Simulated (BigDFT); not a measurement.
The system is GeBrH, in a box.

```
Ge Br H
1.0
    11.00000    0.00000    0.00000
     0.00000   12.00000    0.00000
     0.00000    0.00000   11.00000
Ge Br H
1 1 1
Direct
  0.55069 0.40687 0.51651
  0.57925 0.59663 0.55578
  0.42311 0.42668 0.45040
```

```yaml
Program: BigDFT 1.9.6
Task: single point
Functional: PBE
Potentials_or_basis: GTH-PBE (Br q7, Ge q4, H q1)
Grid_spacing: 0.28 bohr
Occupations: fixed
Spin: no spin polarisation
```

On this cell: largest force 0.291 eV/Å.

The same run follows on a disturbed copy (atoms moved at random, drawn with an rms of 0.05 Å):

```
CELL_PARAMETERS angstrom
11.00000 0.00000 0.00000
0.00000 12.00000 0.00000
0.00000 0.00000 11.00000
ATOMIC_POSITIONS crystal
Ge 0.55551 0.40577 0.51520
Br 0.58072 0.59994 0.55509
H 0.41839 0.42208 0.45166
```

**Question.** What changes?

**Answer.** The energy moves by +6.4 meV/atom; largest force 0.646 eV/Å.

Forces on the atoms (eV/Å):
```
Ge  -0.515  0.334 -0.203
Br  -0.043 -0.277 -0.057
H    0.558 -0.057  0.260
```

Caveats: boundaries are free: the box only frames the coordinates (some runs).
